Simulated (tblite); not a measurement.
# C4H14GeOSi: the cost of one run

The runs use tblite 0.8.0 and PySCF 2.14.0, with density-fitted response routines of our own; the level of theory stands in each step. All values are computed, except where a source is named. Atoms count from 0, in the outputs and in this text.

## Step 1: The molecule as given

21 atoms, charge 0, multiplicity 1; geometry from: force field or distance geometry start.

Bonds of the start (Å): C0–C1 1.49, C1–Si2 1.84, Si2–C3 1.87, Si2–C4 1.88, Si2–O5 1.73, O5–Ge6 1.80, C0–H7 1.11, C0–H8 1.10, C0–H9 1.12, C1–H10 1.11, C1–H11 1.12, C3–H12 1.09, C3–H13 1.11, C3–H14 1.13, C4–H15 1.10, C4–H16 1.11, C4–H17 1.11, Ge6–H18 1.56, Ge6–H19 1.53, Ge6–H20 1.56.

## Step 2: Relaxing the molecule with GFN2-xTB

What the job is given:

```
{"job": {"kind": "relax", "xc": "GFN2-xTB", "basis": "xTB"}, "charge": 0, "multiplicity": 1}
C     -1.945700    -1.514000     0.335000
C     -0.478800    -1.282800     0.393100
Si    -0.040900     0.433800    -0.116100
C     -1.524000     1.503800    -0.499600
C      0.941900     1.353900     1.190200
O      1.012000     0.285600    -1.475600
Ge     2.485800    -0.506000    -0.808900
H     -2.314900    -1.574000     1.377900
H     -2.260300    -2.357200    -0.291600
H     -2.394600    -0.589700    -0.121000
H     -0.147300    -1.526600     1.422200
H     -0.002200    -2.057700    -0.257300
H     -2.202300     1.099700    -1.248000
H     -1.110500     2.469900    -0.864700
H     -2.047000     1.755400     0.469100
H      1.311600     0.675100     1.974100
H      0.286700     2.129300     1.646500
H      1.754700     1.886100     0.656400
H      2.007500    -1.761300    -0.010100
H      3.530600    -0.841000    -1.880600
H      3.128800     0.434700     0.263300
```

Command:

```bash
> OMP_NUM_THREADS=1 python probes_run.py task.json out
```

One launch serves the whole session: the jobs run in the order shown.

**Question.** How long does this first job take on 1 thread of Arm Neoverse V2, shared host?

About 1.4 s.
